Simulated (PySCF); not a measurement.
# BF2H3Si: electronic excitations at several levels of theory, part 2 of 2

PySCF 2.14.0. Atoms count from 0. Earlier steps stand in the parts before.

## 7. Excited states and response: PBE0/aug-cc-pVDZ

What the job is given:

```
{"job": {"kind": "uv", "xc": "PBE0", "basis": "aug-cc-pVDZ"}, "charge": 0, "multiplicity": 1}
F      1.686538    -1.310994     0.389228
B      1.178646    -0.133842     0.074783
F      2.044802     0.836671    -0.142721
Si    -0.836577     0.114967    -0.064708
H     -1.488898    -0.366950     1.191320
H     -1.202606     1.542988    -0.297734
H     -1.347381    -0.713862    -1.201037
```

Level: TDDFT PBE0/aug-cc-pVDZ, vertical, gas phase, core orbitals frozen in the response.

Log:

```text
coarse grid: 6744 points
cycle   1  E = -515.5458622124  dE =  2.048e-01  |g| = 5.424e-01  |ddm| = 5.785e+00
cycle   2  E = -515.4858218089  dE =  6.004e-02  |g| = 8.304e-01  |ddm| = 1.725e+00
cycle   3  E = -515.5968993914  dE = -1.111e-01  |g| = 1.399e-02  |ddm| = 9.523e-01
cycle   4  E = -515.5969356557  dE = -3.626e-05  |g| = 5.419e-03  |ddm| = 6.751e-02
cycle   5  E = -515.5969414674  dE = -5.812e-06  |g| = 1.339e-03  |ddm| = 1.431e-02
final grid: 62464 points
cycle   6  E = -515.6026310450  dE = -3.287e-05  |g| = 2.748e-03  |ddm| = 7.854e-02
cycle   7  E = -515.6026307464  dE =  2.986e-07  |g| = 3.301e-03  |ddm| = 1.156e-02
cycle   8  E = -515.6026327220  dE = -1.976e-06  |g| = 5.917e-04  |ddm| = 4.992e-03
cycle   9  E = -515.6026327896  dE = -6.765e-08  |g| = 8.502e-05  |ddm| = 1.168e-03
cycle  10  E = -515.6026327912  dE = -1.605e-09  |g| = 1.892e-05  |ddm| = 1.607e-04
cycle  11  E = -515.6026327913  dE = -4.957e-11  |g| = 8.984e-06  |ddm| = 3.763e-05
converged SCF energy = -515.6026327913

Static polarisability (au): isotropic 44.783, principal 40.497 43.990 49.862

Singlet excitations
state   eV       nm        f      main configurations
  1   6.5940    188.0   0.03505   H->L 0.96
  2   7.4914    165.5   0.01061   H-1->L 0.97
  3   7.7931    159.1   0.04252   H-2->L 0.90
  4   7.9519    155.9   0.09326   H->L+1 0.96
  5   8.3580    148.3   0.00800   H->L+2 0.87
  6   8.8114    140.7   0.09673   H-1->L+1 0.85
  7   8.8642    139.9   0.16233   H-2->L+1 0.91
  8   8.9130    139.1   0.12387   H->L+3 0.79, H-1->L+1 0.09
  9   8.9791    138.1   0.00054   H->L+7 0.56, H->L+5 0.33
 10   9.0572    136.9   0.13099   H->L+4 0.90

Triplet excitations (Tamm-Dancoff, eV): 5.2071 6.9174 7.1512 7.6324
```

Run time: 7.7 s. Hardware: 1 thread of Arm Neoverse V2, shared host; peak memory 0.53 GiB.

In short: HOMO -9.17 eV, LUMO -1.20 eV; lowest singlet 6.59 eV.

## 8. Ultraviolet spectrum: PBE0/aug-cc-pVTZ

The job, as its differences from that of step 7:

```diff
@@ -1,2 +1,2 @@
-{"job": {"kind": "uv", "xc": "PBE0", "basis": "aug-cc-pVDZ"}, "charge": 0, "multiplicity": 1}
+{"job": {"kind": "uv", "xc": "PBE0", "basis": "aug-cc-pVTZ"}, "charge": 0, "multiplicity": 1}
 F      1.686538    -1.310994     0.389228
```

Level: TDDFT PBE0/aug-cc-pVTZ, vertical, gas phase, core orbitals frozen in the response.

Log:

```text
coarse grid: 6744 points
cycle   1  E = -515.6221682104  dE =  1.831e-01  |g| = 6.081e-01  |ddm| = 4.972e+00
cycle   2  E = -515.5511144165  dE =  7.105e-02  |g| = 9.472e-01  |ddm| = 1.571e+00
cycle   3  E = -515.6793674832  dE = -1.283e-01  |g| = 1.529e-02  |ddm| = 9.052e-01
cycle   4  E = -515.6794035346  dE = -3.605e-05  |g| = 5.012e-03  |ddm| = 4.816e-02
cycle   5  E = -515.6794065938  dE = -3.059e-06  |g| = 1.628e-03  |ddm| = 9.190e-03
final grid: 62464 points
cycle   6  E = -515.6855072867  dE = -1.021e-04  |g| = 4.053e-03  |ddm| = 1.332e-01
cycle   7  E = -515.6855054893  dE =  1.797e-06  |g| = 5.402e-03  |ddm| = 1.161e-02
cycle   8  E = -515.6855095946  dE = -4.105e-06  |g| = 6.540e-04  |ddm| = 5.710e-03
cycle   9  E = -515.6855096595  dE = -6.491e-08  |g| = 1.824e-04  |ddm| = 1.291e-03
cycle  10  E = -515.6855096660  dE = -6.468e-09  |g| = 5.233e-05  |ddm| = 3.261e-04
cycle  11  E = -515.6855096664  dE = -3.690e-10  |g| = 1.026e-05  |ddm| = 6.751e-05
converged SCF energy = -515.6855096664

Static polarisability (au): isotropic 44.942, principal 40.750 44.050 50.026

Singlet excitations
state   eV       nm        f      main configurations
  1   6.5673    188.8   0.03619   H->L 0.96
  2   7.4788    165.8   0.01079   H-1->L 0.97
  3   7.7780    159.4   0.04246   H-2->L 0.89
  4   7.9277    156.4   0.08762   H->L+1 0.96
  5   8.2893    149.6   0.00923   H->L+2 0.83
  6   8.7941    141.0   0.08741   H-1->L+1 0.72, H->L+3 0.18
  7   8.8540    140.0   0.16088   H-2->L+1 0.87
  8   8.8677    139.8   0.13936   H->L+3 0.64, H-1->L+1 0.20
  9   8.9334    138.8   0.00120   H->L+7 0.87
 10   8.9981    137.8   0.09765   H->L+4 0.86

Triplet excitations (Tamm-Dancoff, eV): 5.1644 6.8885 7.1241 7.5416
```

It took 22 s on 1 thread of Arm Neoverse V2, shared host; peak memory 0.84 GiB.

This run: HOMO -9.17 eV, LUMO -1.22 eV; lowest singlet 6.57 eV.

## 9. TDDFT and polarisability: PBE0/def2-TZVPD

The job, as its differences from that of step 8:

```diff
@@ -1,2 +1,2 @@
-{"job": {"kind": "uv", "xc": "PBE0", "basis": "aug-cc-pVTZ"}, "charge": 0, "multiplicity": 1}
+{"job": {"kind": "uv", "xc": "PBE0", "basis": "def2-TZVPD"}, "charge": 0, "multiplicity": 1}
 F      1.686538    -1.310994     0.389228
```

Method: TDDFT PBE0/def2-TZVPD, vertical, gas phase, core orbitals frozen in the response.

Log:

```text
coarse grid: 6744 points
cycle   1  E = -515.6303781480  dE =  1.813e-01  |g| = 6.163e-01  |ddm| = 1.959e+00
cycle   2  E = -515.5560168341  dE =  7.436e-02  |g| = 9.585e-01  |ddm| = 6.926e-01
cycle   3  E = -515.6892730819  dE = -1.333e-01  |g| = 1.662e-02  |ddm| = 4.025e-01
cycle   4  E = -515.6893136680  dE = -4.059e-05  |g| = 5.213e-03  |ddm| = 1.752e-02
cycle   5  E = -515.6893168363  dE = -3.168e-06  |g| = 1.528e-03  |ddm| = 4.327e-03
final grid: 62464 points
cycle   6  E = -515.6927834026  dE = -9.937e-05  |g| = 4.800e-03  |ddm| = 4.779e-02
cycle   7  E = -515.6927810983  dE =  2.304e-06  |g| = 6.232e-03  |ddm| = 4.892e-03
cycle   8  E = -515.6927864937  dE = -5.395e-06  |g| = 7.230e-04  |ddm| = 2.629e-03
cycle   9  E = -515.6927865735  dE = -7.981e-08  |g| = 2.181e-04  |ddm| = 5.237e-04
cycle  10  E = -515.6927865808  dE = -7.316e-09  |g| = 8.539e-05  |ddm| = 1.322e-04
cycle  11  E = -515.6927865819  dE = -1.090e-09  |g| = 8.238e-06  |ddm| = 4.338e-05
cycle  12  E = -515.6927865819  dE = -1.387e-11  |g| = 1.174e-06  |ddm| = 6.429e-06
converged SCF energy = -515.6927865819

Static polarisability (au): isotropic 44.741, principal 40.582 43.824 49.817

Singlet excitations
state   eV       nm        f      main configurations
  1   6.5516    189.2   0.03613   H->L 0.96
  2   7.4570    166.3   0.01075   H-1->L 0.97
  3   7.7606    159.8   0.04861   H-2->L 0.90
  4   8.0226    154.5   0.08553   H->L+1 0.96
  5   8.3254    148.9   0.01143   H->L+2 0.89
  6   8.9091    139.2   0.08337   H-1->L+1 0.74, H->L+3 0.16
  7   8.9890    137.9   0.15036   H-2->L+1 0.74, H->L+5 0.16
  8   9.0234    137.4   0.05195   H->L+5 0.63, H-2->L+1 0.19
  9   9.0402    137.1   0.19811   H->L+3 0.51, H-1->L+1 0.16, H->L+5 0.15
 10   9.0917    136.4   0.00057   H-3->L 0.78, H-2->L+2 0.15

Triplet excitations (Tamm-Dancoff, eV): 5.1369 6.8699 7.1042 7.5230
```

It took 13 s on 1 thread of Arm Neoverse V2, shared host; peak memory 0.71 GiB.

In short: HOMO -9.17 eV, LUMO -1.24 eV; lowest singlet 6.55 eV.

## 10. Excited states and response: PBE0/6-31+G*

The job, as its differences from that of step 9:

```diff
@@ -1,2 +1,2 @@
-{"job": {"kind": "uv", "xc": "PBE0", "basis": "def2-TZVPD"}, "charge": 0, "multiplicity": 1}
+{"job": {"kind": "uv", "xc": "PBE0", "basis": "6-31+G*"}, "charge": 0, "multiplicity": 1}
 F      1.686538    -1.310994     0.389228
```

With the program's defaults for keys left out, this is: TDDFT PBE0/6-31+G*, vertical, gas phase, core orbitals frozen in the response.

Log:

```text
coarse grid: 6744 points
cycle   1  E = -515.5343711710  dE =  1.819e-01  |g| = 5.300e-01  |ddm| = 2.292e+00
cycle   2  E = -515.4791545793  dE =  5.522e-02  |g| = 8.049e-01  |ddm| = 8.110e-01
cycle   3  E = -515.5829009579  dE = -1.037e-01  |g| = 1.311e-02  |ddm| = 4.687e-01
cycle   4  E = -515.5829352196  dE = -3.426e-05  |g| = 5.026e-03  |ddm| = 2.139e-02
cycle   5  E = -515.5829409484  dE = -5.729e-06  |g| = 1.295e-03  |ddm| = 6.665e-03
final grid: 62464 points
cycle   6  E = -515.5721495223  dE = -2.030e-05  |g| = 2.623e-03  |ddm| = 1.955e-02
cycle   7  E = -515.5721492381  dE =  2.842e-07  |g| = 3.238e-03  |ddm| = 5.484e-03
cycle   8  E = -515.5721511705  dE = -1.932e-06  |g| = 5.582e-04  |ddm| = 2.479e-03
cycle   9  E = -515.5721512339  dE = -6.341e-08  |g| = 5.620e-05  |ddm| = 5.794e-04
cycle  10  E = -515.5721512346  dE = -6.569e-10  |g| = 2.296e-05  |ddm| = 7.107e-05
converged SCF energy = -515.5721512346

Static polarisability (au): isotropic 39.303, principal 34.924 39.505 43.480

Singlet excitations
state   eV       nm        f      main configurations
  1   6.6994    185.1   0.04098   H->L 0.96
  2   7.6670    161.7   0.01555   H-1->L 0.96
  3   7.9699    155.6   0.03268   H-2->L 0.88
  4   8.1159    152.8   0.12194   H->L+1 0.95
  5   8.6983    142.5   0.01630   H->L+3 0.56, H->L+2 0.30
  6   9.0128    137.6   0.12536   H-1->L+1 0.86
  7   9.0708    136.7   0.16588   H-2->L+1 0.93
  8   9.1681    135.2   0.19930   H->L+2 0.50, H->L+3 0.25, H-1->L+2 0.10
  9   9.1957    134.8   0.00154   H-3->L 0.97
 10   9.3042    133.3   0.08394   H->L+4 0.94

Triplet excitations (Tamm-Dancoff, eV): 5.3452 7.0799 7.3085 7.8127
```

Run time: 4.3 s. Hardware: 1 thread of Arm Neoverse V2, shared host; peak memory 0.44 GiB.

This run: HOMO -9.21 eV, LUMO -1.14 eV; lowest singlet 6.70 eV.

## 11. Side by side: electronic excitations

Excitations and ground-state properties, with basis size and wall time:

```csv
run,lowest singlet (eV),brightest (eV),f,gap (eV),α (Å³),μ (D),functions,time
wB97X-D/def2-SVPD,6.73,9.57,0.174,11.77,6.51,0.99,114,42 s
LC-wPBE/def2-SVPD,6.80,9.94,0.281,13.09,6.40,0.99,114,51 s
PBE0/6-31G*,6.77,9.54,0.145,8.18,5.13,0.60,66,3.3 s
PBE0/def2-SVP,6.68,10.34,0.433,8.06,5.53,0.71,75,3.9 s
PBE0/def2-TZVP,6.58,9.60,0.304,7.96,6.23,0.89,148,9.5 s
PBE0/aug-cc-pVDZ,6.59,8.86,0.162,7.96,6.64,0.94,123,7.7 s
PBE0/aug-cc-pVTZ,6.57,8.85,0.161,7.94,6.66,0.93,257,22 s
PBE0/def2-TZVPD,6.55,9.04,0.198,7.93,6.63,0.93,187,13 s
PBE0/6-31+G*,6.70,9.17,0.199,8.07,5.82,0.95,82,4.3 s
```

## 12. Outcome

This closing draws on all 2 parts.

| quantity | value |
| --- | --- |
| lowest singlet (wB97X-D/def2-SVPD) | 6.73 eV (184 nm), f = 0.038 |
| brightest single state of those computed | state 10, 9.57 eV, f = 0.174 |
| lowest triplet | 5.48 eV |
| vertical ionisation energy (ΔSCF) | 11.68 eV |
| range of the lowest singlet | 6.55 to 6.80 eV |

What this shows: Single values in the summary come from the first run of each kind that ended normally (wB97X-D/def2-SVPD), which need not be the best level. The lowest singlet, at 6.73 eV, is HOMO→LUMO 0.96 and is weak; of the 10 states computed, the strongest absorption comes from state 10 at 9.57 eV (the last computed, so partners may be missing). The lowest triplet lies 1.25 eV below the lowest singlet (triplets in Tamm-Dancoff, singlets in full TDDFT). ΔSCF puts the ionisation energy at 11.68 eV, 0.56 eV above −ε(HOMO). The lowest singlet runs from 6.55 eV (PBE0/def2-TZVPD) to 6.80 eV (LC-wPBE/def2-SVPD), while the orbital gap spans 7.93 to 13.09 eV. The lowest state need not be the same one in every run.
